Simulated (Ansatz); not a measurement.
# ZnMo3 under changes of volume

One of the cells (15.327 Å³/atom); the others are scaled copies at fixed shape and fractional positions:

```
CELL_PARAMETERS angstrom
3.94315 0.00000 0.00000
0.00000 3.94315 0.00000
0.00000 0.00000 3.94315
ATOMIC_POSITIONS crystal
Mo 0.50000 0.50000 0.00000
Mo 0.50000 0.00000 0.50000
Mo 0.00000 0.50000 0.50000
Zn 0.00000 0.00000 0.00000
```

The cell comes from a database or a generator and needn't be the stable form of this composition.

| Property | Result |
| --- | --- |
| Program | Ansatz 0.2.0 |
| Functional | PBE |
| Potentials or basis | Ansatz PAW |
| Cutoff | 420 eV (not typed: the program's choice for these potentials) |
| k mesh | 7 × 7 × 7 |
| Occupations | fermi-dirac, width 0.05 eV |
| Spin | no spin polarisation |

```csv
volume (Å³/atom),energy over the lowest point (meV/atom),pressure (GPa)
14.408,?,?
14.714,12.26,8.0
15.021,1.67,3.1
15.327,0.00,-1.3
15.634,6.35,-5.3
15.941,19.93,-8.8
16.247,39.97,-12.0
```

Problem. What does the run at 14.408 Å³/atom give?

Solution. Energy over the lowest point 32.80 meV/atom; pressure 13.5 GPa.

Worked out: A Birch-Murnaghan fit of order 3 (a polynomial in V^(-2/3)) to the other rows has its minimum at 15.23 Å³/atom with B0 = V·E''(V) = 215 GPa and B' = 4.2. It gives 32.68 meV/atom at 14.408 Å³/atom, against the run's 32.80, and -dE/dV = 13.5 GPa, against 13.5.

Energies are extrapolated to zero smearing.
